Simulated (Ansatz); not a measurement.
# SiN2H4F (SMILES N[Si](N)F): levels of theory compared

We compute a comparison of 6 runs (U-r2SCAN/def2-SVPD, U-revPBE/def2-SVPD, UBLYP/def2-SVPD, UPBE/def2-SVPD, UCCSD/def2-SVPD, UCCSD(T)/def2-SVPD) of SiN2H4F. 

The results are computed with Ansatz 0.2.0.

37 further runs of the same task are left out: 37 set aside as unsound or not needed.

**1. The structure to begin with**

SiN2H4F has 8 atoms, charge 0, and is taken as a doublet. As SMILES, `N[Si](N)F`. One bond was lengthened or shortened from a relaxed shape.

Bond lengths: N1–Si2 1.712 Å, Si2–N3 1.701 Å, Si2–F4 1.611 Å, N1–H5 1.159 Å, N1–H6 1.008 Å, N3–H7 1.005 Å, N3–H8 1.009 Å. Angles: N1–Si2–N3 106.6°, N1–Si2–F4 103.4°, N3–Si2–F4 115.9°, Si2–N1–H5 119.3°, Si2–N1–H6 119.1°, Si2–N3–H7 121.7°, Si2–N3–H8 121.3°, H5–N1–H6 111.5°, H7–N3–H8 112.7°.

**2. The energy at U-r2SCAN/def2-SVPD (run 1)**

The input, molecule.yaml:

```yaml
crystal:
  periodic: [false, false, false]
  atoms:
    - {symbol: N, position_ang: [-0.737365, 0.983880, -0.239111]}
    - {symbol: Si, position_ang: [0.594735, -0.068320, -0.460511]}
    - {symbol: N, position_ang: [0.857835, -0.840920, 1.031489]}
    - {symbol: F, position_ang: [0.122835, -1.018820, -1.673211]}
    - {symbol: H, position_ang: [-1.331700, 1.348900, -1.165000]}
    - {symbol: H, position_ang: [-0.686265, 1.697080, 0.470989]}
    - {symbol: H, position_ang: [1.726135, -1.302420, 1.241289]}
    - {symbol: H, position_ang: [0.088635, -1.189920, 1.583989]}
basis:
  gaussian:
    orbitals: def2-SVPD
output: {orbitals: {seedname: orbitals}}
hamiltonian:
  xc: {name: r2SCAN}
magnetization:
  spin_polarized: true
  initial_magnetization: 1
accuracy: high
```

Launch:

```
$ ansatz run molecule.yaml --threads 1 --pin off --max-ram 3480MiB --events-out events.jsonl --progress --plain --runs-dir runs
```

The log of the run:

```text
Warning: RAYON_NUM_THREADS=1 ignored (pool sized by the plan → 1); use --threads N
Functional definition: r2SCAN
  name "r2SCAN"
  parameter k0 = 0.174
  parameter k1 = 0.065
  parameter a1 = 4.9479
  exchange = r2scan_x(k0 = k0, k1 = k1, a1 = a1)
  correlation = r2scan_c
2431 factors; integrals over basis functions are off by at most 3.6e-9 eV
mean field evaluation 1: about -13618.9707 eV, gradient 5.7e1 eV
mean field evaluation 2: about -13586.0967 eV, gradient 9.6e1 eV
mean field evaluation 4: about -13631.2174 eV, gradient 8.9e0 eV
mean field evaluation 8: about -13631.5029 eV, gradient 3.4e-1 eV
mean field evaluation 16: about -13631.5035 eV, gradient 1.4e-4 eV
mean field -13631.50352180 eV, -500.9485146611 hartree, gradient 3.2e-8 eV, S^2 0.752660; 0 other end points of the search recorded, 0 dependent functions left out
reference -13631.50352584 eV, -500.9485148098 hartree; 21, 20 occupied and 98, 99 virtual orbitals, 2431 factors
Total energy: -13631.50352584 eV, -500.9485148098 hartree
```

It took 32 s on 1 thread of Arm Neoverse V1, shared host; peak memory 0.56 GiB.

**3. A single-point energy at U-revPBE/def2-SVPD (run 2)**

Changes to molecule.yaml since step 2:

```diff
@@ -5,3 +5,3 @@
     - {symbol: Si, position_ang: [0.594735, -0.068320, -0.460511]}
-    - {symbol: N, position_ang: [0.857835, -0.840920, 1.031489]}
+    - {symbol: "N", position_ang: [0.857835, -0.840920, 1.031489]}
     - {symbol: F, position_ang: [0.122835, -1.018820, -1.673211]}
@@ -14,5 +14,2 @@
     orbitals: def2-SVPD
-output: {orbitals: {seedname: orbitals}}
-hamiltonian:
-  xc: {name: r2SCAN}
 magnetization:
@@ -20,2 +17,5 @@
   initial_magnetization: 1
+hamiltonian:
+  xc: {name: revPBE}
 accuracy: high
+output: {orbitals: {seedname: orbitals}}
```

Launch:

```
$ ansatz run molecule.yaml --threads 1 --pin off --max-ram 3480MiB --events-out events.jsonl --progress --plain --runs-dir runs
```

The log of the run:

```text
Warning: RAYON_NUM_THREADS=1 ignored (pool sized by the plan → 1); use --threads N
Functional definition: revPBE
  name "revPBE"
  parameter kappa = 1.245
  parameter beta = 0.06672455060314922
  exchange = pbe_x(kappa = kappa, mu = beta*pi^2/3)
  correlation = pbe_c(beta = beta)
2431 factors; integrals over basis functions are off by at most 3.6e-9 eV
mean field evaluation 1: about -13616.9231 eV, gradient 6.1e1 eV
mean field evaluation 2: about -13561.6539 eV, gradient 1.1e2 eV
mean field evaluation 4: about -13630.7245 eV, gradient 1.4e1 eV
mean field evaluation 8: about -13631.4581 eV, gradient 3.7e-1 eV
mean field evaluation 16: about -13631.4587 eV, gradient 3.4e-5 eV
mean field -13631.45867860 eV, -500.9468667040 hartree, gradient 3.0e-8 eV, S^2 0.751843; 0 other end points of the search recorded, 0 dependent functions left out
reference -13631.45868353 eV, -500.9468668853 hartree; 21, 20 occupied and 98, 99 virtual orbitals, 2431 factors
Total energy: -13631.45868353 eV, -500.9468668853 hartree
```

Wall time 14 s (1 thread of Arm Neoverse V1, shared host); peak memory 0.42 GiB.

Run 3 isn't shown in full; the table further down has it.

**4. A single-point energy at UPBE/def2-SVPD (run 4)**

The input, molecule.yaml:

```yaml
basis:
  gaussian: {orbitals: def2-SVPD}
crystal:
  periodic: [false, false, false]
  atoms:
    - symbol: "N"
      position_ang: [-0.737365, 0.983880, -0.239111]
    - symbol: Si
      position_ang: [0.594735, -0.068320, -0.460511]
    - symbol: N
      position_ang: [0.857835, -0.840920, 1.031489]
    - symbol: F
      position_ang: [0.122835, -1.018820, -1.673211]
    - symbol: H
      position_ang: [-1.331700, 1.348900, -1.165000]
    - symbol: H
      position_ang: [-0.686265, 1.697080, 0.470989]
    - symbol: H
      position_ang: [1.726135, -1.302420, 1.241289]
    - symbol: H
      position_ang: [0.088635, -1.189920, 1.583989]
magnetization: {spin_polarized: true, initial_magnetization: 1}
hamiltonian: {xc: {name: PBE}}
accuracy: high
output: {orbitals: {seedname: orbitals}}
```

Launch:

```
$ ansatz run molecule.yaml --threads 1 --pin off --max-ram 3480MiB --events-out events.jsonl --progress --plain --runs-dir runs
```

The log of the run:

```text
Warning: RAYON_NUM_THREADS=1 ignored (pool sized by the plan → 1); use --threads N
Functional definition: PBE
  name "PBE"
  parameter kappa = 0.804
[... 3 set-up lines as earlier in the session ...]
2431 factors; integrals over basis functions are off by at most 3.6e-9 eV
mean field evaluation 1: about -13609.7194 eV, gradient 6.2e1 eV
mean field evaluation 2: about -13552.2900 eV, gradient 1.2e2 eV
mean field evaluation 4: about -13623.9983 eV, gradient 1.5e1 eV
mean field evaluation 8: about -13624.7934 eV, gradient 4.1e-1 eV
mean field evaluation 16: about -13624.7940 eV, gradient 3.1e-5 eV
mean field -13624.79402403 eV, -500.7019451661 hartree, gradient 5.1e-8 eV, S^2 0.751602; 0 other end points of the search recorded, 0 dependent functions left out
reference -13624.79402805 eV, -500.7019453137 hartree; 21, 20 occupied and 98, 99 virtual orbitals, 2431 factors
Total energy: -13624.79402805 eV, -500.7019453137 hartree
```

Run time: 14 s. Hardware: 1 thread of Arm Neoverse V1, shared host; peak memory 0.42 GiB.

Run 5 isn't shown in full; the table further down has it.

**5. A single-point energy at UCCSD(T)/def2-SVPD (run 6)**

The input, molecule.yaml:

```yaml
crystal:
  periodic: [false, false, false]
  atoms:
    - {symbol: "N", position_ang: [-0.737365, 0.983880, -0.239111]}
    - {symbol: Si, position_ang: [0.594735, -0.068320, -0.460511]}
    - {symbol: "N", position_ang: [0.857835, -0.840920, 1.031489]}
    - {symbol: F, position_ang: [0.122835, -1.018820, -1.673211]}
    - {symbol: H, position_ang: [-1.331700, 1.348900, -1.165000]}
    - {symbol: H, position_ang: [-0.686265, 1.697080, 0.470989]}
    - {symbol: H, position_ang: [1.726135, -1.302420, 1.241289]}
    - {symbol: H, position_ang: [0.088635, -1.189920, 1.583989]}
basis:
  gaussian:
    orbitals: def2-SVPD
correlation:
  method: ccsd_t
  frozen_orbitals: {F: 1, H: 0, "N": 1, Si: 5}
magnetization:
  spin_polarized: true
  initial_magnetization: 1
accuracy: high
scf:
  omitted_lower_state_checks: [cluster_reference, increment]
```

Launch:

```
$ ansatz run molecule.yaml --threads 1 --pin off --max-ram 3480MiB --events-out events.jsonl --progress --plain --runs-dir runs
```

The log of the run (excerpt; [...] marks lines left out):

```text
Warning: RAYON_NUM_THREADS=1 ignored (pool sized by the plan → 1); use --threads N
Functional definition: HF
  name "HF"
[...]
2431 factors; integrals over basis functions are off by at most 3.6e-9 eV
[...]
mean field -13590.26288417 eV, -499.4329491823 hartree, gradient 1.8e-8 eV, S^2 0.753421; 0 other end points of the search recorded, 0 dependent functions left out
8 core orbitals not correlated: weight in the atoms' cores, before any rotation towards them, 1.000 or more for the frozen orbitals, at most 0.000 for the correlated occupied ones
reference -13590.26288417 eV, -499.4329491823 hartree; 13, 12 occupied and 98, 99 virtual orbitals, 2431 factors
second order -17.52676725 eV of doubles, -0.00000000 eV of singles
cycle   1  -17.72219416 eV  change   -2.0e-1 eV  update   9.9e-2
[...]
cycle  24  -18.23753080 eV  change  -2.0e-10 eV  update   1.6e-9
perturbative correction -0.52830814 eV, -0.0194149662 hartree
Total energy: -13609.02872312 eV, -500.1225810436 hartree
Checks for a lower state left out: cluster_reference, increment
```

It took 4 min on 1 thread of Arm Neoverse V1, shared host; peak memory 2.6 GiB.

**6. Overview of the runs**

| run | level | frozen core orbitals | energy (Eh) | HOMO energy (eV) | LUMO energy (eV) | ⟨S²⟩ | wall time |
| --- | --- | --- | --- | --- | --- | --- | --- |
| 1 | U-r2SCAN/def2-SVPD | – | -500.948515 | -4.80 | -2.19 | 0.753 | 32 s |
| 2 | U-revPBE/def2-SVPD | – | -500.946867 | -4.44 | -2.57 | 0.752 | 14 s |
| 3 | UBLYP/def2-SVPD | – | -501.029302 | -4.30 | -2.82 | 0.751 | 14 s |
| 4 | UPBE/def2-SVPD | – | -500.701945 | -4.46 | -2.71 | 0.752 | 14 s |
| 5 | UCCSD/def2-SVPD | 8 | -500.103166 | – | – | 0.753 | 2.5 min |
| 6 | UCCSD(T)/def2-SVPD | 8 | -500.122581 | – | – | 0.753 | 4 min |

**7. Outcome**

```
                                          quantity          value
                               run 6: total energy  -500.12258 Eh
run 6: correlation energy (8 core orbitals frozen)     -689.6 mEh
                             run 6: (T) correction     -19.41 mEh
          run 6: ⟨S²⟩ of the reference determinant          0.753
                              run 6: T1 diagnostic          0.015
```

In words: Totals of different functionals can't be ranked against each other. All runs together took 7.7 min, the longest 4 min.
